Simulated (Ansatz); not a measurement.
# C₄H₅NO₂: vertical ionisation energy

Aim: the vertical ionisation energy of C₄H₅NO₂, as cation minus neutral at the neutral's geometry, on several levels, and how well −ε(HOMO) stands in for it.

Method: unrestricted cation, the program's frozen cores in correlated methods; program: Ansatz 0.2.0, Gaussian basis.

Plan: UKS PBE-D4/def2-TZVPP; UKS r2SCAN-D4/def2-TZVPP; UKS PBE0-D4/def2-TZVPP; UKS B3LYP-D4/def2-TZVPP; UKS wB97X-V/def2-TZVPP; UKS wB97M-V/def2-TZVPP; UKS B2PLYP/def2-TZVPP; UHF-CCSD(T)/def2-TZVPP; UHF-MP2/def2-QZVPP; extrapolation to the limit; then −ε(HOMO) from the neutral's earlier runs with LDA (SPW92), PBE-D4, revPBE-D4, BLYP-D4, r2SCAN-D4, B97M-V, PBE0-D4, B3LYP-D4, r2SCANh-D4, r2SCAN0-D4, HSE06-D4, BHLYP-D4, CAM-B3LYP-D4, LC-ωPBE, ωB97X-V, ωB97M-V.

### 1 The geometry

All runs share one geometry, relaxed beforehand with PBE0-D4 in a triple-zeta def2 set.

SMILES `COC(=O)CC#N`, 12 atoms, charge 0, spin multiplicity 1.

Atoms are counted from 1 here; the program's logs count them from 0.

Bond lengths: C1–O2 1.428 Å, C1–H8 1.090 Å, C1–H9 1.087 Å, C1–H10 1.090 Å, O2–C3 1.324 Å, C3–O4 1.198 Å, C3–C5 1.519 Å, C5–C6 1.450 Å, C5–H11 1.093 Å, C5–H12 1.094 Å, C6–N7 1.148 Å. Angles: O2–C1–H8 110.3°, O2–C1–H9 105.6°, O2–C1–H10 110.3°, H8–C1–H9 110.7°, H8–C1–H10 109.1°, H9–C1–H10 110.7°, C1–O2–C3 115.5°, O2–C3–O4 125.4°, O2–C3–C5 112.7°, O4–C3–C5 122.0°, C3–C5–C6 116.2°, C3–C5–H11 107.3°, C3–C5–H12 107.1°, C6–C5–H11 109.8°, C6–C5–H12 109.6°, H11–C5–H12 106.4°, C5–C6–N7 178.7°.

### 2 Cation, UKS PBE-D4/def2-TZVPP

Input file in.yaml:

```yaml
crystal:
  periodic: [false, false, false]
  atoms:
    - {symbol: C, position_ang: [-0.158347, -2.002494, 0.389730]}
    - {symbol: O, position_ang: [0.168022, -0.612608, 0.426795]}
    - {symbol: C, position_ang: [-0.337470, 0.117129, -0.555956]}
    - {symbol: O, position_ang: [-1.026105, -0.298041, -1.444370]}
    - {symbol: C, position_ang: [0.055196, 1.581091, -0.460057]}
    - {symbol: C, position_ang: [0.817099, 1.964509, 0.712983]}
    - {symbol: N, position_ang: [1.418646, 2.293511, 1.634241]}
    - {symbol: H, position_ang: [0.210297, -2.453277, -0.531975]}
    - {symbol: H, position_ang: [0.331089, -2.440926, 1.255347]}
    - {symbol: H, position_ang: [-1.238496, -2.138887, 0.446819]}
    - {symbol: H, position_ang: [-0.865042, 2.168257, -0.511634]}
    - {symbol: H, position_ang: [0.625112, 1.821746, -1.361912]}
basis:
  gaussian: {orbitals: def2-TZVPP}
total_charge: 1
magnetization: {spin_polarized: true, initial_magnetization: 1}
hamiltonian: {xc: pbe, dispersion: d4}
```

On the command line:

```console
ansatz run in.yaml --threads 2 --pin off --events-out ev --progress --plain --max-ram 32768MiB --backend cuda --devices 0, --max-vram 18GiB
```

The runs that follow: Cation, UKS r2SCAN-D4/def2-TZVPP; Cation, UKS PBE0-D4/def2-TZVPP; Cation, UKS B3LYP-D4/def2-TZVPP; Cation, UKS wB97X-V/def2-TZVPP; Cation, UKS wB97M-V/def2-TZVPP; Cation, UKS B2PLYP (frozen core)/def2-TZVPP; Cation, UHF-CCSD(T)/def2-TZVPP; Cation, UHF-MP2/def2-QZVPP.

Q: Predict the results of all the runs planned. Wanted: ionisation energy, CCSD(T)/CBS; nearest functional by difference; nearest −ε(HOMO); −ε(HOMO) of PBE; T1 of the cation.

**Answer**, as computed:

```
                        quantity               value
  ionisation energy, CCSD(T)/CBS            11.27 eV
nearest functional by difference  ωB97X-V (-0.22 eV)
                nearest −ε(HOMO)  ωB97X-V (-0.17 eV)
                 −ε(HOMO) of PBE             7.01 eV
                T1 of the cation               0.027
```

**Reading.** By cation minus neutral, the functionals miss by 0.90 eV at most. −ε(HOMO) of PBE misses by 4.3 eV, since self-interaction lifts the level. Among orbital estimates ωB97X-V comes nearest. Hartree-Fock falls 1.49 eV short, as the neutral has more correlation energy than the cation.
